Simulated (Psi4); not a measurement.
**CHClNSi (SMILES N#C[SiH]Cl) at UPBE/cc-pVTZ (density fitting, sweep point 3)**

Aim: a single-point energy of CHClNSi. 

Program for the calculation: Psi4 1.11.

5 further runs of the same task are left out: 1 that didn't finish, 4 set aside as unsound or not needed.

## Step 1: The structure to begin with

CHClNSi: 5 atoms, total charge 0, spin state doublet. SMILES: `N#C[SiH]Cl`. The shape is that of a PBE0-D4/def2-TZVP optimisation.

Bond lengths: N1–C2 1.154 Å, C2–Si3 1.834 Å, Si3–Cl4 2.035 Å, Si3–H5 1.481 Å. Angles: N1–C2–Si3 174.6°, C2–Si3–Cl4 109.0°, C2–Si3–H5 108.9°, Cl4–Si3–H5 110.9°.

## Step 2: The energy at UPBE/cc-pVTZ (density fitting, sweep point 3)

File job.in:

```
memory 1600 mb

molecule system {
  0 2
  N     -1.370200     0.130500    -1.827500
  C     -0.756100     0.007500    -0.858000
  Si     0.105400    -0.310100     0.730000
  Cl     2.040100    -0.810700     0.347000
  H      0.030700     0.909000     1.567100
  units angstrom
  symmetry c1
}

set basis cc-pVTZ
set reference uks
set scf_type df
set scf_initial_accelerator none

e, wfn = energy("pbe", return_wfn=True)
```

On the command line:

```sh
$ psi4 -i job.in -o job.out -n 1
```

job.out:

```text
Psi4 1.11 release

   => Loading Basis Set <=

    Name: CC-PVTZ
    Role: ORBITAL
    Keyword: BASIS

         ---------------------------------------------------------
                                   SCF
                              UKS Reference
                        1 Threads,   1525 MiB Core
         ---------------------------------------------------------

  ==> Geometry <==

    Molecular point group: c1
    Full point group: C1

    Geometry (in Angstrom), charge = 0, multiplicity = 2:

       Center              X                  Y                   Z               Mass
    ------------   -----------------  -----------------  -----------------  -----------------
         N           -1.882218157354     0.510587174624    -1.808047226530    14.003074004430
         C           -1.268118157354     0.387587174624    -0.838547226530    12.000000000000
         SI          -0.406618157354     0.069987174624     0.749452773470    27.976926534650
         CL           1.528081842646    -0.430612825376     0.366452773470    34.968852682000
         H           -0.481318157354     1.289087174624     1.586552773470     1.007825032230

  Running in c1 symmetry.

  Rotational constants: A =      0.44657  B =      0.08033  C =      0.06879 [cm^-1]
  Rotational constants: A =  13387.95075  B =   2408.22712  C =   2062.30139 [MHz]
  Nuclear repulsion =  165.292693087771681

  Charge       = 0
  Multiplicity = 2
  Electrons    = 45
  Nalpha       = 23
  Nbeta        = 22

  ==> Algorithm <==

  SCF Algorithm Type is DF.
  DIIS enabled.
  MOM disabled.
  Fractional occupation disabled.
  Guess Type is SAD.
  Energy threshold   = 1.00e-06
  Density threshold  = 1.00e-06
  Integral threshold = 1.00e-12

  ==> Primary Basis <==

  Basis Set: CC-PVTZ
    Blend: CC-PVTZ
    Number of shells: 50
    Number of basis functions: 142
    Number of Cartesian functions: 163
    Spherical Harmonics?: true
    Max angular momentum: 3

  ==> DFT Potential <==

   => LibXC <=

    Version 7.1.2

   => Composite Functional: PBE <=

    PBE GGA Exchange-Correlation Functional

    Deriv               =              1
    GGA                 =           TRUE
    Meta                =          FALSE

    Exchange Hybrid     =          FALSE
    MP2 Hybrid          =          FALSE

   => Exchange Functionals <=

    1.0000     XC_GGA_X_PBE

   => Correlation Functionals <=

    1.0000     XC_GGA_C_PBE

   => LibXC Density Thresholds  <==

    XC_GGA_C_PBE:  1.00E-12
    XC_GGA_X_PBE:  1.00E-15

   => Molecular Quadrature <=

    Radial Scheme          =       TREUTLER
    Pruning Scheme         =           NONE
    Nuclear Scheme         =       TREUTLER

    Blocking Scheme        =         OCTREE
    BS radius alpha        =              1
    Pruning alpha          =              1
    Radial Points          =             75
    Spherical Points       =            302
    Total Points           =         107756
    Total Blocks           =            890
    Max Points             =            256
    Max Functions          =            142
    Weights Tolerance      =       1.00E-15

   => Loading Basis Set <=

    Name: (CC-PVTZ AUX)
    Role: JKFIT
    Keyword: DF_BASIS_SCF

  ==> Integral Setup <==

  DFHelper Memory: AOs need 0.069 GiB; user supplied 0.762 GiB.
  SCF_SUBTYPE=INCORE selected. In-core MEM_DF algorithm will be used.
  Using in-core AOs.

  ==> MemDFJK: Density-Fitted J/K Matrices <==

    J tasked:                   Yes
    K tasked:                    No
    wK tasked:                   No
    Memory [MiB]:               779
    Algorithm:                 Core
    Schwarz Cutoff:           1E-12
    Mask sparsity (%):       1.4184
    Fitting Condition:        1E-10

   => Auxiliary Basis Set <=

  Basis Set: (CC-PVTZ AUX)
    Blend: CC-PVTZ-JKFIT
    Number of shells: 134
    Number of basis functions: 430
    Number of Cartesian functions: 517
    Spherical Harmonics?: true
    Max angular momentum: 4

  Cached 100.0% of DFT collocation blocks in 0.356 [GiB].

  Minimum eigenvalue in the overlap matrix is 1.1083399755E-03.
  Reciprocal condition number of the overlap matrix is 2.2523684725E-04.
    Using symmetric orthogonalization.

  ==> Pre-Iterations <==

  SCF Guess: Superposition of Atomic Densities via on-the-fly atomic UHF (no occupation information).

   -------------------------
    Irrep   Nso     Nmo
   -------------------------
     A        142     142
   -------------------------
    Total     142     142
   -------------------------

  ==> Iterations <==

                           Total Energy        Delta E     RMS |[F,P]|

   @DF-UKS iter SAD:  -842.33047122030405   -8.42330e+02   0.00000e+00
   @DF-UKS iter   1:  -842.42722713028513   -9.67559e-02   5.59149e-03 DIIS
   @DF-UKS iter   2:  -839.14326927602076    3.28396e+00   1.53501e-02 DIIS
   @DF-UKS iter   3:  -842.59765401982202   -3.45438e+00   3.76512e-03 DIIS
   @DF-UKS iter   4:  -842.60729435107521   -9.64033e-03   4.07230e-03 DIIS
   @DF-UKS iter   5:  -842.74950580286270   -1.42211e-01   7.01409e-04 DIIS
   @DF-UKS iter   6:  -842.75475410856518   -5.24831e-03   2.30349e-04 DIIS
   @DF-UKS iter   7:  -842.75526376894345   -5.09660e-04   7.20947e-05 DIIS
   @DF-UKS iter   8:  -842.75531496568510   -5.11967e-05   3.01014e-05 DIIS
   @DF-UKS iter   9:  -842.75532528910253   -1.03234e-05   6.61732e-06 DIIS
   @DF-UKS iter  10:  -842.75532587459043   -5.85488e-07   1.65748e-06 DIIS
   @DF-UKS iter  11:  -842.75532591989372   -4.53033e-08   7.96635e-07 DIIS
  Energy and wave function converged.

  ==> Post-Iterations <==

   Electrons on quadrature grid:
      Nalpha   =   22.9999941170 ; deviation = -5.883e-06
      Nbeta    =   21.9999977819 ; deviation = -2.218e-06
      Ntotal   =   44.9999918989 ; deviation = -8.101e-06

   @Spin Contamination Metric:   2.482271636E-03
   @S^2 Expected:                7.500000000E-01
   @S^2 Observed:                7.524822716E-01
   @S   Expected:                5.000000000E-01
   @S   Observed:                5.000000000E-01

    Orbital Energies [Eh]
    ---------------------

    Alpha Occupied:

       1A   -100.730290     2A    -65.510864     3A    -14.008619
       4A     -9.926853     5A     -9.215184     6A     -7.037687
       7A     -7.031977     8A     -7.030834     9A     -5.135424
      10A     -3.548794    11A     -3.546838    12A     -3.544239
      13A     -0.844345    14A     -0.791466    15A     -0.559492
      16A     -0.431482    17A     -0.390997    18A     -0.351872
      19A     -0.336325    20A     -0.328853    21A     -0.326423
      22A     -0.312626    23A     -0.224682

    Alpha Virtual:

      24A     -0.086928    25A     -0.056855    26A     -0.007019
      27A      0.007849    28A      0.030966    29A      0.077000
      30A      0.121341    31A      0.139512    32A      0.158841
      33A      0.175084    34A      0.200353    35A      0.216034
      36A      0.245375    37A      0.280339    38A      0.284065
      39A      0.295878    40A      0.311395    41A      0.346350
      42A      0.360831    43A      0.373004    44A      0.393413
      45A      0.424085    46A      0.456316    47A      0.462796
      48A      0.497802    49A      0.527203    50A      0.545307
      51A      0.549029    52A      0.555448    53A      0.567633
      54A      0.634018    55A      0.676543    56A      0.722926
      57A      0.795977    58A      0.818546    59A      0.850434
      60A      0.863760    61A      0.876248    62A      0.928108
      63A      0.940345    64A      0.973343    65A      0.987413
      66A      1.014193    67A      1.046150    68A      1.084402
      69A      1.101871    70A      1.149454    71A      1.222395
      72A      1.230928    73A      1.296428    74A      1.315436
      75A      1.355425    76A      1.368742    77A      1.414361
      78A      1.658164    79A      1.682051    80A      1.775541
      81A      1.815927    82A      1.821779    83A      1.876368
      84A      1.888179    85A      1.921471    86A      1.942937
      87A      1.961538    88A      1.972052    89A      1.984009
      90A      2.031029    91A      2.043873    92A      2.071409
      93A      2.095249    94A      2.127581    95A      2.145822
      96A      2.168450    97A      2.230900    98A      2.276805
      99A      2.351520   100A      2.409335   101A      2.424267
     102A      2.571312   103A      2.578939   104A      2.717775
     105A      2.743676   106A      2.802426   107A      2.837828
     108A      2.847802   109A      2.876529   110A      2.899200
     111A      2.959264   112A      3.084324   113A      3.128476
     114A      3.208496   115A      3.229789   116A      3.278382
     117A      3.367659   118A      3.381777   119A      3.400721
     120A      3.452848   121A      3.517321   122A      3.778121
     123A      3.844573   124A      3.851712   125A      3.861854
     126A      3.901211   127A      3.994008   128A      4.171494
     129A      4.359129   130A      4.373330   131A      4.483708
     132A      4.488622   133A      4.687285   134A      4.835839
     135A      4.841952   136A      4.855633   137A      5.418369
     138A      5.551379   139A      5.560087   140A      5.588637
     141A      6.617937   142A     14.427534

    Beta Occupied:

       1A   -100.729624     2A    -65.508304     3A    -14.006832
       4A     -9.926810     5A     -9.214523     6A     -7.036847
       7A     -7.030534     8A     -7.030413     9A     -5.132000
      10A     -3.544800    11A     -3.542312    12A     -3.540560
      13A     -0.841307    14A     -0.787820    15A     -0.548803
      16A     -0.425577    17A     -0.384917    18A     -0.342185
      19A     -0.332816    20A     -0.325660    21A     -0.322693
      22A     -0.310199

    Beta Virtual:

      23A     -0.167457    24A     -0.078419    25A     -0.041853
      26A      0.010888    27A      0.016941    28A      0.047243
      29A      0.085833    30A      0.133736    31A      0.145766
      32A      0.175471    33A      0.195809    34A      0.222005
      35A      0.225002    36A      0.257606    37A      0.290062
      38A      0.292869    39A      0.306085    40A      0.316357
      41A      0.354169    42A      0.365681    43A      0.380216
      44A      0.407872    45A      0.429370    46A      0.459352
      47A      0.473790    48A      0.507638    49A      0.535488
      50A      0.549467    51A      0.556409    52A      0.563114
      53A      0.579557    54A      0.643812    55A      0.685832
      56A      0.738133    57A      0.805329    58A      0.829739
      59A      0.863465    60A      0.880477    61A      0.902097
      62A      0.946170    63A      0.953063    64A      0.991624
      65A      1.015527    66A      1.029970    67A      1.074018
      68A      1.097160    69A      1.112122    70A      1.172530
      71A      1.243788    72A      1.257192    73A      1.312289
      74A      1.335552    75A      1.365200    76A      1.390571
      77A      1.421525    78A      1.667159    79A      1.684218
      80A      1.777728    81A      1.819779    82A      1.825556
      83A      1.881524    84A      1.890732    85A      1.925693
      86A      1.953111    87A      1.965552    88A      1.980864
      89A      1.989050    90A      2.038253    91A      2.048333
      92A      2.078562    93A      2.104197    94A      2.133345
      95A      2.149604    96A      2.172496    97A      2.238057
      98A      2.283347    99A      2.355730   100A      2.418134
     101A      2.430287   102A      2.571092   103A      2.579225
     104A      2.723151   105A      2.746928   106A      2.806315
     107A      2.842355   108A      2.850895   109A      2.877981
     110A      2.898806   111A      2.962804   112A      3.091857
     113A      3.133974   114A      3.212834   115A      3.239684
     116A      3.288190   117A      3.372830   118A      3.388355
     119A      3.404801   120A      3.463015   121A      3.524986
     122A      3.788678   123A      3.853214   124A      3.858561
     125A      3.871843   126A      3.911842   127A      4.002540
     128A      4.177102   129A      4.366488   130A      4.380841
     131A      4.489150   132A      4.494022   133A      4.698619
     134A      4.838815   135A      4.847470   136A      4.858953
     137A      5.421914   138A      5.556327   139A      5.561419
     140A      5.591349   141A      6.620475   142A     14.430426

    Final Occupation by Irrep:
              A
    DOCC [    22 ]
    SOCC [     1 ]
    NA   [    23 ]
    NB   [    22 ]

  @DF-UKS Final Energy:  -842.75532591989372

   => Energetics <=

    Nuclear Repulsion Energy =            165.2926930877716813
    One-Electron Energy =               -1490.5608032308985003
    Two-Electron Energy =                 543.8400675555683392
    DFT Exchange-Correlation Energy =     -61.3272833323353126
    Empirical Dispersion Energy =           0.0000000000000000
    VV10 Nonlocal Energy =                  0.0000000000000000
    Total Energy =                       -842.7553259198937212

  UHF NO Occupations:
  HONO-2 :   21  A 1.9997956
  HONO-1 :   22  A 1.9992326
  HONO-0 :   23  A 1.0000000
  LUNO+0 :   24  A 0.0007674
  LUNO+1 :   25  A 0.0002044
  LUNO+2 :   26  A 0.0001367
  LUNO+3 :   27  A 0.0000761

Computation Completed

Properties will be evaluated at   0.000000,   0.000000,   0.000000 [a0]

Properties computed using the SCF density matrix

 Multipole Moments:

 ------------------------------------------------------------------------------------
     Multipole            Electronic (a.u.)      Nuclear  (a.u.)        Total (a.u.)
 ------------------------------------------------------------------------------------

 L = 1.  Multiply by 2.5417464519 to convert [e a0] to [Debye]
 Dipole X            :          2.2381150           -1.8534757            0.3846393
 Dipole Y            :         -1.6665556            1.6027199           -0.0638357
 Dipole Z            :         -0.1053294            1.1734723            1.0681430
 Magnitude           :                                                    1.1370804

 ------------------------------------------------------------------------------------

	total time  =         14 seconds =       0.23 minutes

    Psi4 run time: 0:00:14.32
```

Run time: 16 s. Hardware: 1 thread of Intel Xeon Platinum 8259CL at 2.50GHz (Skylake/Cascade Lake), shared host; peak memory 0.72 GiB.

## Step 3: Outcome

At UPBE/cc-pVTZ (density fitting, sweep point 3):

| quantity | value |
| --- | --- |
| total energy | -842.75533 Eh |
| dipole moment | 2.89 D |
| HOMO energy (highest over α and β) | -6.11 eV |
| LUMO energy (lowest over α and β) | -4.56 eV |
| ⟨S²⟩ | 0.752 |
